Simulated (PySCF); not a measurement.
# CH6GeN2: electronic excitations and core binding energies

Wanted: the electronic excitations and core binding energies of CH6GeN2 (`C=[N][GeH2][NH2]`), by calculation.

Computed with PySCF 2.14.0, with density-fitted response routines of our own, on a single molecule in the gas phase. Atoms count from 0, in the outputs and in this text.

## (1) The starting structure

10 atoms, charge 0, multiplicity 1; geometry from: GFN2-xTB.

Bonds of the start (Å): C0–N1 1.25, N1–Ge2 1.84, Ge2–N3 1.81, C0–H4 1.10, C0–H5 1.09, Ge2–H6 1.49, Ge2–H7 1.51, N3–H8 1.01, N3–H9 1.01.

## (2) TDDFT and polarisability: PBE0/def2-SVPD

The job: settings as JSON, then the geometry in Å.

```
{"job": {"kind": "uv", "xc": "PBE0", "basis": "def2-SVPD", "nstates": 8, "ntriplets": 3}, "charge": 0, "multiplicity": 1}
C      1.961637     0.482516    -0.365424
N      1.071769    -0.120212     0.271816
Ge    -0.608830    -0.675390    -0.242593
N     -1.850225     0.163244     0.771097
H      1.905313     0.766546    -1.421734
H      2.886152     0.754414     0.142550
H     -0.657859    -2.122292     0.123569
H     -0.981628    -0.419424    -1.682669
H     -1.961226     1.155806     0.613068
H     -1.756221     0.019447     1.767792
```

With the program's defaults for keys left out, this is: TDDFT PBE0/def2-SVPD, vertical, gas phase, core orbitals frozen in the response.

Run with:

```
$ OMP_NUM_THREADS=1 python probes_run.py task.json out
```

The driver reads the jobs from task.json and runs them one after another.

**Question.** This job is followed by: delta-SCF UKS SCAN, pcX-2 on the ionised atom, pcseg-1 elsewhere, spin-free X2C. Predict these results of the whole session: lowest singlet (PBE0/def2-SVPD); brightest single state of those computed; lowest triplet; surface potential, 1st and 99th percentile; N1s binding energies, SCAN/pcX-2; C1s binding energies, SCAN/pcX-2.

**Answer**, as computed:

```
                                quantity                        value
         lowest singlet (PBE0/def2-SVPD)  4.01 eV (309 nm), f = 0.000
brightest single state of those computed  state 6, 7.04 eV, f = 0.163
                          lowest triplet                      3.36 eV
   surface potential, 1st and 99th percentile           -1.50 V and 1.41 V
        N1s binding energies, SCAN/pcX-2      N3 404.44, N1 404.11 eV
        C1s binding energies, SCAN/pcX-2                 C0 291.72 eV
```

The first singlet state (HOMO→LUMO 0.97) lies at 4.01 eV and is dark; of the 8 states computed, the strongest absorption comes from state 6 at 7.04 eV. The lowest triplet lies 0.65 eV below the lowest singlet (triplets in Tamm-Dancoff, singlets in full TDDFT). States above −ε(HOMO) lie where TDDFT describes them poorly and they hang on the basis; the brightest is among them. At PBE0/def2-SVPD, counted by nearest atom on the grid, the HOMO lies on N1 60 %; H4, H5 about 10 % each, the LUMO on C0 33 %; N1 32 %. The N1s levels kept as sound span 0.33 eV, from N1 (imine nitrogen) up to N3 (nitrogen bonded to Ge, 2 H).
